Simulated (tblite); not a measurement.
**GFN1-xTB run of C2ClF2Si (SMILES [C]#C[Si](F)(F)Cl)**

Aim: a structure relaxation of C2ClF2Si. Input form: a Python script.

Program for the calculation: tblite 0.8.0.

18 further runs of the same task are left out: 18 set aside as unsound or not needed.

### 1 The structure to begin with

C2ClF2Si: 6 atoms, total charge 0, spin state doublet. SMILES: `[C]#C[Si](F)(F)Cl`. Geometry: relaxed at GFN2-xTB. The run starts from this shape.

Bond lengths: C1–C2 1.198 Å, C2–Si3 1.852 Å, Si3–F4 1.593 Å, Si3–F5 1.592 Å, Si3–Cl6 1.976 Å. Angles: C1–C2–Si3 178.9°, C2–Si3–F4 108.9°, C2–Si3–F5 108.9°, C2–Si3–Cl6 113.0°, F4–Si3–F5 101.6°, F4–Si3–Cl6 111.8°, F5–Si3–Cl6 111.9°.

### 2 A geometry optimisation at GFN1-xTB

start.xyz reads:

```xyz
6
start geometry
C      0.958950    -1.753250     1.557740
C      0.501650    -0.922340     0.825630
Si    -0.186700     0.349180    -0.331720
F     -0.997170    -0.389130    -1.487760
F      1.011520     1.006300    -1.148690
Cl    -1.288260     1.709240     0.584800
```

calc.py reads:

```python
import json
import numpy as np
from tblite.interface import Calculator
from tblite.interface import symbols_to_numbers
from scipy.optimize import minimize

symbols = list(map(str, np.loadtxt("start.xyz", skiprows=2, usecols=0, dtype=str, ndmin=1)))
numbers = np.array(symbols_to_numbers(symbols))
positions = np.loadtxt("start.xyz", skiprows=2, usecols=(1, 2, 3), ndmin=2) / 0.5291772

tb = Calculator("GFN1-xTB", numbers, positions, charge=0, uhf=1)
tb.set("verbosity", 0)
tb.set("accuracy", 0.01)
tb.add("spin-polarization", 1.0)
last, frames, energies, grads = [None], [], [], []

def fun(x):
    tb.update(x.reshape(-1, 3))
    last[0] = tb.singlepoint(last[0])
    return float(last[0].get('energy')), last[0].get('gradient').ravel()

def show(x):
    e, g = fun(x)
    frames.append(x.reshape(-1, 3).tolist())
    energies.append(e)
    grads.append(g.reshape(-1, 3).tolist())
    print(f"{len(energies) - 1:4d} {e:16.9f} {np.abs(g).max():12.3e} {np.linalg.norm(g):12.3e}")

print("step      energy/Eh       max grad     grad norm")
show(positions.ravel())
opt = minimize(fun, positions.ravel(), jac=True, method="BFGS", callback=show, options={"gtol": 3e-05, "maxiter": 500})
print("converged:", opt.success, "-", opt.message)
fun(opt.x)
result = last[0]
final = opt.x.reshape(-1, 3)
print("final geometry (angstrom)")
for s, p in zip(symbols, final * 0.529177210903):
    print(f"{s:<2} {p[0]:12.6f} {p[1]:12.6f} {p[2]:12.6f}")
print(f"total energy: {result.get('energy') * 27.211386:.8f} eV")
eps = np.atleast_2d(result.get("orbital-energies")) * 27.211386
occ = np.atleast_2d(result.get("orbital-occupations"))
filled = occ.sum(axis=0) if eps.shape[0] == 1 else occ[0]
homo = np.nonzero(filled > 0.5)[0].max()
print(f"HOMO {eps[0, homo]:.4f} eV")
if homo + 1 < eps.shape[1]:
    print(f"LUMO {eps[0, homo + 1]:.4f} eV, gap {eps[0, homo + 1] - eps[0, homo]:.4f} eV")
mu = result.get("dipole") * 2.541746
print(f"Dipole moment: {np.linalg.norm(mu):.4f} D, components " + " ".join(f"{c:.4f}" for c in mu))
q = result.get("charges")
print("Charges:", " ".join(f"{s}{i + 1}={c:+.4f}" for i, (s, c) in enumerate(zip(symbols, q))))
out = {k: np.asarray(result.get(k)).tolist() for k in ("energy", "gradient", "charges", "dipole", "orbital-energies", "orbital-occupations")}
out.update(symbols=symbols, positions=(positions * 0.529177210903).tolist(), final=final.tolist(), frames=frames, step_energies=energies, grads=grads, success=bool(opt.success))
json.dump(out, open("results.json", "w"))
```

Command:

```sh
$ python calc.py
```

Q: Predict the results. Wanted: total energy at the end; dipole moment; HOMO energy; LUMO energy.

Computed results:

At GFN1-xTB:

| quantity | value |
| --- | --- |
| total energy at the end | -20.67084 Eh |
| dipole moment | 0.99 D |
| HOMO energy (as the program lists it) | -12.01 eV |
| LUMO energy (as the program lists it) | -6.82 eV |

At the final geometry: Bond lengths: C1–C2 1.209 Å, C2–Si3 1.845 Å, Si3–F4 1.584 Å, Si3–F5 1.584 Å, Si3–Cl6 1.994 Å. Angles: C1–C2–Si3 179.3°, C2–Si3–F4 107.3°, C2–Si3–F5 107.3°, C2–Si3–Cl6 113.4°, F4–Si3–F5 106.6°, F4–Si3–Cl6 110.9°, F5–Si3–Cl6 110.9°. The optimisation took 30 steps and changed the energy by -0.028 eV.
